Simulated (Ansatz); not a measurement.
# H₆NPSSi: basis-set convergence

Aim: see how fast density functionals converge with the basis set for H₆NPSSi.

Computed with Ansatz 0.2.0, Gaussian basis. Level: one geometry, several basis sets.

Levels to be run: PBE0-D4/def2-SVP; ωB97M-V/def2-SVP; PBE0-D4/def2-QZVPP; ωB97M-V/def2-QZVPP; the functionals' def2-TZVPP values are taken from earlier runs.

## Step 1: The geometry

An earlier PBE0-D4 in a triple-zeta def2 set relaxation fixed the geometry.

10 atoms, charge 0, spin multiplicity 1.

Atoms are counted from 1 here; the program's logs count them from 0.

Bond lengths: N1–P2 1.685 Å, N1–H5 1.008 Å, N1–H6 1.010 Å, P2–S3 2.152 Å, P2–H7 1.416 Å, S3–Si4 2.132 Å, Si4–H8 1.484 Å, Si4–H9 1.485 Å, Si4–H10 1.487 Å. Angles: P2–N1–H5 114.8°, P2–N1–H6 119.9°, H5–N1–H6 111.6°, N1–P2–S3 107.9°, N1–P2–H7 96.9°, S3–P2–H7 92.4°, P2–S3–Si4 95.7°, S3–Si4–H8 111.4°, S3–Si4–H9 106.9°, S3–Si4–H10 110.6°, H8–Si4–H9 109.9°, H8–Si4–H10 108.7°, H9–Si4–H10 109.4°.

## Step 2: PBE0-D4 in def2-SVP

in.yaml reads:

```yaml
crystal:
  periodic: [false, false, false]
  atoms:
    - {symbol: N, position_ang: [-0.194347, 2.018762, -0.852069]}
    - {symbol: P, position_ang: [0.464448, 0.507272, -1.199862]}
    - {symbol: S, position_ang: [1.255625, -0.305860, 0.628416]}
    - {symbol: Si, position_ang: [-0.305183, -1.729372, 0.919662]}
    - {symbol: H, position_ang: [-1.180247, 2.011493, -0.640123]}
    - {symbol: H, position_ang: [0.308005, 2.662541, -0.258097]}
    - {symbol: H, position_ang: [1.737234, 0.967691, -1.616608]}
    - {symbol: H, position_ang: [-0.290724, -2.772998, -0.135614]}
    - {symbol: H, position_ang: [-0.078847, -2.351678, 2.248466]}
    - {symbol: H, position_ang: [-1.632763, -1.059050, 0.908629]}
basis:
  gaussian: {orbitals: def2-SVP}
hamiltonian: {xc: pbe0, dispersion: d4}
output: {orbitals: {seedname: orbitals}}
```

Command:

```console
ansatz run in.yaml --threads 2 --pin off --events-out ev --progress --plain --max-ram 4352MiB
```

The runs that follow: ωB97M-V in def2-SVP; PBE0-D4 in def2-QZVPP; ωB97M-V in def2-QZVPP.

**Question.** What will the summary of the whole plan be? Wanted: PBE0-D4: double and triple zeta above quadruple; ωB97M-V: double and triple zeta above quadruple.

**Answer**, as computed:

```
                                       quantity           value
PBE0-D4: double and triple zeta above quadruple  12.87, 1.00 eV
ωB97M-V: double and triple zeta above quadruple  12.90, 0.94 eV
```

What this shows: PBE0-D4 gains 11.88 eV from double to triple zeta, then 1.00 eV more. These are total energies; as a rule much of such shifts cancels in differences, which this series doesn't test. The LUMO of ωB97M-V is positive and keeps falling with the basis (2.14 to 1.21 eV): an unbound level that the basis holds in place.
